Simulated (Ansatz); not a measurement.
**GeNH4 (doublet): wave-function methods side by side, cc-pVDZ**

How much of the correlation energy of GeNH4 (doublet) does each wave-function method recover here?

The runs use Ansatz 0.2.0, Gaussian basis; cc-pVDZ, correlated electrons: outside noble gas.

The runs, in order: UHF; CCSD(T) on ROHF; CCSD(T) on UHF; BCCD(T) on ROHF; CISD; CCSDT(Q) on ROHF; CCSDT(Q) on UHF.

### Step 1. What is computed

The geometry is a PBE0/def2-TZVP stationary point (not a proven minimum). No spin-orbit coupling is included. The filled d shell of Ge may be among the frozen orbitals whatever the setting's name suggests; the logs give the count.

6 atoms, charge 0, spin multiplicity 2.

Atoms are counted from 1 here; the program's logs count them from 0.

Bond lengths: Ge1–N2 1.869 Å, Ge1–H3 1.542 Å, Ge1–H4 1.537 Å, Ge1–H5 1.537 Å, N2–H6 1.025 Å. Angles: N2–Ge1–H3 114.2°, N2–Ge1–H4 106.3°, N2–Ge1–H5 106.3°, H3–Ge1–H4 110.0°, H3–Ge1–H5 110.0°, H4–Ge1–H5 109.9°, Ge1–N2–H6 109.8°.

Geometry (Å):

```xyz
6
charge 0, multiplicity 2
Ge    0.00000    0.01318    0.29656
N     0.00000   -0.12773   -1.56708
H     0.00000    1.46300    0.82192
H     1.25775   -0.72279    0.78398
H    -1.25775   -0.72279    0.78398
H     0.00000    0.80803   -1.98533
```

In the tables R marks a restricted open-shell determinant and U an unrestricted one; correlation energies count from the lowest restricted Hartree-Fock solution.

### Step 2. UHF

in.yaml

```yaml
crystal:
  periodic: [false, false, false]
  atoms:
    - {symbol: Ge, position_ang: [0.000000, 0.013176, 0.296556]}
    - {symbol: N, position_ang: [0.000000, -0.127734, -1.567079]}
    - {symbol: H, position_ang: [0.000000, 1.462996, 0.821916]}
    - {symbol: H, position_ang: [1.257753, -0.722789, 0.783980]}
    - {symbol: H, position_ang: [-1.257753, -0.722789, 0.783980]}
    - {symbol: H, position_ang: [0.000000, 0.808032, -1.985333]}
basis:
  gaussian: {orbitals: cc-pVDZ}
magnetization: {spin_polarized: true, initial_magnetization: 1}
hamiltonian: {xc: hf}
output: {orbitals: {seedname: orbitals}}
```

On the command line:

```
$ ansatz run in.yaml --threads 1 --pin off --events-out ev --progress --plain --max-ram 2393MiB
```

The runs that follow: CCSD(T) on ROHF; CCSD(T) on UHF; BCCD(T) on ROHF; CISD; CCSDT(Q) on ROHF; CCSDT(Q) on UHF.

Q: Predict the results of all the runs planned. Wanted: correlation energy, UCCSDT(Q); RMP2 from UCCSDT(Q); UMP2 from UCCSDT(Q); RCCSD from UCCSDT(Q); RCCSD(T) from UCCSDT(Q); UCCSD(T) from UCCSDT(Q); RCCSDT(Q) from UCCSDT(Q); T1 diagnostic.

As calculated:

| quantity | value |
| --- | --- |
| correlation energy, UCCSDT(Q) | -7.8283 eV |
| RMP2 from UCCSDT(Q) | +29.04 kcal/mol |
| UMP2 from UCCSDT(Q) | +29.09 kcal/mol |
| RCCSD from UCCSDT(Q) | +4.75 kcal/mol |
| RCCSD(T) from UCCSDT(Q) | +0.90 kcal/mol |
| UCCSD(T) from UCCSDT(Q) | +0.89 kcal/mol |
| RCCSDT(Q) from UCCSDT(Q) | +0.03 kcal/mol |
| levels of the table within 1 kcal/mol (43 meV) | RCCSD(T), UCCSD(T), BCCD(T), RCCSDT, UCCSDT, RCCSDT(Q) |
| T1 diagnostic | 0.017 |

**Reading.** RCCSD(T) lands +0.90 kcal/mol from the yardstick (0.5 % of the correlation energy). These misses are within one basis, not against nature; the frozen cores of restricted and unrestricted runs differ, which can shift their rows.
